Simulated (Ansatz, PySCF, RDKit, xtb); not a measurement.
**Which structure has the formula GeH4O?**

Task: start from the formula GeH4O, draw up candidate structures, narrow them down in stages, and characterise the one that lies lowest at 298.15 K.

Plan: many cheap relaxations first (GFN2-xTB), then density-functional screening, relaxation at B3LYP-D4/def2-TZVP, vibrations and a final energy. The numbers are computed, not measured.

7 further runs of the same task are left out: 7 set aside as unsound or not needed.

## Step 1: Drawing up candidates

All bonding patterns within simple valence rules are listed by program: one Lewis structure each, at most two rings and one unusual centre or charged pair. O–O, O–halogen and N–halogen bonds and N–N–N chains are not drawn. That gives 2 candidates.

| label | SMILES | spin |
| --- | --- | --- |
| c629 | [OH2+][GeH2-] | singlet |
| c823 | [OH][GeH3] | singlet |

Candidates are built by distance geometry, with a force field where one applies, in up to four conformers (letters a to d). 16 starts with atoms placed at random are added, to find patterns that the rules miss.

**Question.** With final energies at CCSD(T)/def2-TZVPP, which structure will this search put lowest in free energy, and by what margin?

| quantity | value |
| --- | --- |
| lowest structure found | [OH][GeH3], singlet, Cs |
| next finalist | [GeH2].[OH2] ‡, singlet, 31.3 kcal/mol higher in G |
| share at equilibrium, among the finalists | 100.0 % |
| harmonic wavenumbers, lowest and highest (B3LYP-D4/def2-TZVP) | 178 and 3838 cm⁻¹ |
| rotational constants, same geometry | 2.341, 0.3314, 0.3264 cm⁻¹ |
| dipole moment (PBE0/def2-TZVPD) | 1.49 D |
| HOMO energy (PBE0/def2-TZVPD) | -8.46 eV |
| LUMO energy (PBE0/def2-TZVPD) | -0.32 eV |
| HOMO–LUMO gap (PBE0/def2-TZVPD) | 8.14 eV |
| lowest excitation (TD-B3LYP/def2-SVPD) | 6.49 eV (f = 0.008) |
| strongest of the states computed, same level | 8.28 eV (f = 0.052) |
| lowest triplet excitation, same level, Tamm-Dancoff | 6.11 eV |
| vertical ionisation energy | 10.86 eV |
| vertical electron affinity | -1.02 eV (unbound: the value depends on the basis) |
| vertical triplet less singlet | +6.15 eV |

The search ends on `[OH][GeH3]`. The margin of 31.3 kcal/mol over the next finalist is beyond the usual error of the last level; it says nothing of structures that weren't ranked. GFN2-xTB, HF/STO-3G, r2SCAN-D4/def2-SVP, B3LYP-D4/def2-TZVP, HF/def2-TZVPP and MP2/def2-TZVPP already put its bonding pattern lowest among the structures in one piece. Lowest found is not proven lowest: the search is finite, and each finalist counts with one conformer. Patterns outside the rules of the enumeration were met only by chance.

‡ marks the bonded skeleton alone, with all bonds drawn single: no Lewis structure was assigned that passes a check against the bond lengths.
